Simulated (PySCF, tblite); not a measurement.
# Si₃H₇F, a small molecule taken as a stand-in for a surface group: NMR shifts, core binding energies and electronic excitations

Wanted: the NMR shifts, core binding energies and electronic excitations for `F[SiH]([SiH3])[SiH3]`.

Computed with tblite 0.8.0 and PySCF 2.14.0; each step states its level. No surroundings beyond the atoms listed, unless a continuum is named. Atoms count from 0, parts from 1.

## Step 1: Starting point

11 atoms, charge 0, multiplicity 1; geometry: distance geometry start.

## Step 2: Relaxing the cluster with GFN2-xTB

What the job is given:

```
{"job": {"kind": "relax", "xc": "GFN2-xTB", "basis": "xTB"}, "charge": 0, "multiplicity": 1}
Si     0.100475     0.148068     0.196256
Si    -1.793198    -1.005356     0.140504
Si     0.842402     0.469428    -1.864065
F     -0.169952     1.631360     0.924908
H      1.083017    -0.564215     0.950844
H     -1.590465    -2.220750    -0.569187
H     -2.228238    -1.290223     1.452746
H     -2.785988    -0.243779    -0.509584
H      0.116399     1.503754    -2.511677
H      2.243672     0.824714    -1.825664
H      0.715871    -0.755938    -2.604693
```

Method: GFN2-xTB geometry optimisation, gas phase.

Run with:

```
$ OMP_NUM_THREADS=1 python cluster_run.py task.json out
```

One launch serves the whole session: the jobs run in the order shown.

**Question.** The jobs that follow are: PBE0-D3(BJ)/def2-SVP geometry optimisation, gas phase; GIAO PBE0/pcSseg-2 NMR shielding, non-relativistic, gas phase; delta-SCF UKS SCAN, pcX-2 on the ionised atom, pcseg-1 elsewhere, spin-free X2C; TDDFT CAM-B3LYP/def2-SVPD, vertical, gas phase, core orbitals frozen in the response. Predict: rotational constants (main isotopes); ¹H shifts against TMS (PBE0/pcSseg-2, means over atoms taken as alike); ²⁹Si shifts against TMS (PBE0/pcSseg-2, means over atoms taken as alike); ¹⁹F shifts against CFCl3 (PBE0/pcSseg-2); surface potential, 1st and 99th percentile; Si2p binding energies, SCAN/pcX-2; F1s binding energies, SCAN/pcX-2; lowest singlet (CAM-B3LYP/def2-SVPD); brightest single state of those computed; lowest triplet; vertical ionisation energy (ΔSCF).

As calculated:

```
                                                                quantity                                   value
                                    rotational constants (main isotopes)                    3.81, 1.91, 1.40 GHz
  ¹H shifts against TMS (PBE0/pcSseg-2, means over atoms taken as alike)  6.28, 3.85, 3.74, 3.73, 3.43, 3.43 ppm
²⁹Si shifts against TMS (PBE0/pcSseg-2, means over atoms taken as alike)                        20.3, -109.7 ppm
                                ¹⁹F shifts against CFCl3 (PBE0/pcSseg-2)                              -249.2 ppm
                                   surface potential, 1st and 99th percentile                      -1.01 V and 1.28 V
                                       Si2p binding energies, SCAN/pcX-2               Si0 107.66, Si1 106.95 eV
                                        F1s binding energies, SCAN/pcX-2                            F3 691.93 eV
                                    lowest singlet (CAM-B3LYP/def2-SVPD)             5.85 eV (212 nm), f = 0.021
                                brightest single state of those computed             state 6, 7.72 eV, f = 0.359
                                                          lowest triplet                                 5.17 eV
                                       vertical ionisation energy (ΔSCF)                                 9.96 eV
```

Relaxing lowered the energy by 0.251 eV in 11 steps; the close pair that moved most is Si0–H4, from 1.439 to 1.496 Å (PBE0/def2-SVP). At PBE0/pcSseg-2: The largest span, 245 ppm, is at Si0, where the paramagnetic term is -557 ppm. By nearest atom (PBE0/pcSseg-2), the HOMO sits on Si0 29 %; Si1, Si2 about 18 % each and the LUMO on Si0 27 %; F3 18 %. Si0 (silicon bonded to F, 2 Si, H) binds its Si2p electron 0.71 eV more tightly than Si1 (silicon bonded to Si, 3 H). The first singlet state (HOMO→LUMO 0.94) lies at 5.85 eV and is weak; of the 6 states computed, the strongest absorption comes from state 6 at 7.72 eV (the last computed, so partners may be missing). The lowest triplet lies 0.69 eV below the lowest singlet (triplets in Tamm-Dancoff, singlets in full TDDFT). ΔSCF puts the ionisation energy at 9.96 eV, 0.73 eV above −ε(HOMO). A capped cluster stands for the solid here, so long-range fields and strain are missing, and bands or shifts of the capping hydrogens have no counterpart in it.
